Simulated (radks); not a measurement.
**Taking charge from the 3s level of Mn²⁺ in fractions**

What happens to E and to the 3s eigenvalue of Mn²⁺ when a fraction of an electron is removed? The exact functional would give straight lines between whole numbers for a frontier level.

The numbers are computed with radks (a radial shooting solver on a logarithmic mesh, Libxc functionals) version 1 (scalar-relativistic Kohn-Sham, r2SCAN, spin-polarised, spherical densities, finite nucleus; open shells are filled with parallel spins first), except any that are marked as measured or tabulated.

**1. The system**

| Quantity | Value |
| --- | --- |
| element | manganese (Z = 25) |
| charge | +2 |
| electrons | 23 |
| configuration | [Ne] 3s(up 1, down 1) 3p6 3d5 |
| nuclear rms radius | 3.7057 fm |

A shell typed twice in an input gives spin up, then spin down.

**2. Start: [Ne] 3s(up 1, down 1) 3p6 3d5**

Input:

```text
Z 25
configuration [Ne] 3s1 3s1 3p6 3d5
relativity scalar-relativistic
functional r2scan,r2scan
spin polarised
nucleus finite rms 3.7057 fm
c 137.035999084
```

**3. 0.25 electron removed from 3s**

Input:

```text
Z 25
configuration [Ne] 3s1 3s0.75 3p6 3d5
relativity scalar-relativistic
functional r2scan,r2scan
spin polarised
nucleus finite rms 3.7057 fm
c 137.035999084
```

**4. 0.5 electron removed from 3s**

Input:

```text
Z 25
configuration [Ne] 3s1 3s0.5 3p6 3d5
relativity scalar-relativistic
functional r2scan,r2scan
spin polarised
nucleus finite rms 3.7057 fm
c 137.035999084
```

**5. 0.75 electron removed from 3s**

Input:

```text
Z 25
configuration [Ne] 3s1 3s0.25 3p6 3d5
relativity scalar-relativistic
functional r2scan,r2scan
spin polarised
nucleus finite rms 3.7057 fm
c 137.035999084
```

**6. 1 electron removed from 3s**

Input:

```text
Z 25
configuration [Ne] 3s1 3s0 3p6 3d5
relativity scalar-relativistic
functional r2scan,r2scan
spin polarised
nucleus finite rms 3.7057 fm
c 137.035999084
```

What does the calculation give? Wanted: for each run, removed; E − E(0); eigenvalue; E minus straight line.

**Answer**, as computed:

| removed (e) | E − E(0) (eV) | eigenvalue (eV) | E minus straight line (eV) |
| --- | --- | --- | --- |
| 0 | 0.000 | -101.91 | 0.000 |
| 0.25 | 25.988 | -106.06 | -1.613 |
| 0.5 | 53.032 | -110.36 | -2.170 |
| 0.75 | 81.164 | -114.75 | -1.640 |
| 1 | 110.40 | -119.22 | 0.000 |

What this shows: Removing the whole electron costs 110.40 eV, against 101.91 eV from minus the starting eigenvalue. Slater's transition state, half an electron removed, gives 110.36 eV. The trapezoid integral of minus the eigenvalue gives 110.44 eV over the range, against 110.40 eV from the energies (Janak's theorem; approximate here, since the scalar-relativistic density holds large components alone). The eigenvalue moves by 17.3 eV per electron. E bends below the straight line by 2.17 eV at 0.5 electron removed.
